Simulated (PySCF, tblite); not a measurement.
# C₅H₁₅NOSi₂: geometry, infrared bands and NMR shifts

Wanted: the infrared bands and NMR shifts of C₅H₁₅NOSi₂ (`CC(C)CC(=O)[Si@H](N)[SiH3]`), by calculation.

Computed with tblite 0.8.0 and PySCF 2.14.0, with density-fitted response routines of our own, on a single molecule in the gas phase. Atoms count from 0, in the outputs and in this text.

**1. The starting structure**

24 atoms, charge 0, multiplicity 1; geometry from: force field or distance geometry start.

Bonds of the start (Å): C0–C1 1.52, C1–C2 1.55, C1–C3 1.53, C3–C4 1.50, C4–O5 1.23, C4–Si6 1.90, Si6–N7 1.71, Si6–Si8 2.32, C0–H9 1.10, C0–H10 1.08, C0–H11 1.10, C1–H12 1.09, C2–H13 1.10, C2–H14 1.08, C2–H15 1.10, C3–H16 1.10, C3–H17 1.11, Si6–H18 1.49, N7–H19 1.02, N7–H20 1.02, Si8–H21 1.49, Si8–H22 1.49, Si8–H23 1.48.

**2. Geometry optimisation with GFN2-xTB**

The job: settings as JSON, then the geometry in Å.

```
{"job": {"kind": "relax", "xc": "GFN2-xTB", "basis": "xTB"}, "charge": 0, "multiplicity": 1}
C      2.205900     0.455900    -0.523700
C      1.782300    -0.631900     0.455200
C      2.688100    -0.579500     1.709600
C      0.310300    -0.493600     0.861500
C     -0.637700    -0.830000    -0.255900
O     -0.405900    -1.598700    -1.189400
Si    -2.377000    -0.061000    -0.240600
N     -3.519300    -1.024600    -1.076800
Si    -2.103900     2.068200    -1.116100
H      1.606700     0.401300    -1.440900
H      3.249900     0.355200    -0.798500
H      2.051800     1.452800    -0.090400
H      1.941100    -1.607600    -0.007500
H      2.569600     0.377700     2.229100
H      3.730300    -0.680900     1.435800
H      2.424400    -1.379100     2.417800
H      0.122500     0.517600     1.239900
H      0.079300    -1.202800     1.685900
H     -2.880800     0.018200     1.164500
H     -3.624300    -1.912700    -0.580700
H     -3.111700    -1.285300    -1.972100
H     -1.689300     2.014500    -2.542100
H     -3.363400     2.865000    -1.008000
H     -1.060400     2.780900    -0.349000
```

Command:

```console
$ OMP_NUM_THREADS=1 python probes_run.py task.json out
```

This one command runs all jobs of the session in turn.

**Question.** This job is followed by: GFN2-xTB harmonic vibrations, gas phase; GIAO PBE0/pcSseg-1 NMR shielding, non-relativistic, gas phase. Predict these results of the whole session: strongest single infrared mode (GFN2-xTB); zero-point energy (GFN2-xTB); 13C shifts against TMS (PBE0/pcSseg-1); 1H shifts against TMS (PBE0/pcSseg-1, means over atoms taken as alike); 17O shifts against H2O (PBE0/pcSseg-1); 29Si shifts against TMS (PBE0/pcSseg-1); 15N shifts against NH3 (PBE0/pcSseg-1).

The runs gave:

```
                                                              quantity                                               value
                             strongest single infrared mode (GFN2-xTB)                                787 cm⁻¹, 579 km/mol
                                          zero-point energy (GFN2-xTB)                                      117.4 kcal/mol
                                13C shifts against TMS (PBE0/pcSseg-1)                   257.9, 60.8, 26.5, 24.9, 23.7 ppm
1H shifts against TMS (PBE0/pcSseg-1, means over atoms taken as alike)  5.03, 3.43, 2.62, 2.44, 2.06, 0.92, 0.69, 0.49 ppm
                                17O shifts against H2O (PBE0/pcSseg-1)                                           836.0 ppm
                               29Si shifts against TMS (PBE0/pcSseg-1)                                   -51.7, -121.3 ppm
                                15N shifts against NH3 (PBE0/pcSseg-1)                                             9.1 ppm
```

Relaxing lowered the energy by 0.221 eV in 80 steps; the close pair that moved most is Si8–H22, from 1.494 to 1.464 Å. The lowest mode is slightly imaginary (10i cm⁻¹), a soft motion within the noise of the Hessian, so the minimum is not strictly shown. The strongest single mode, at 787 cm⁻¹, has its largest shares on H21, H22 and H23 (the list is cut at 3 atoms). Unscaled tight-binding wavenumbers are off by several per cent, some by more. Its intensities can rank the bands wrongly. At PBE0/pcSseg-1: Shielding is most anisotropic at O5 (span 1800 ppm, paramagnetic term -904 ppm).
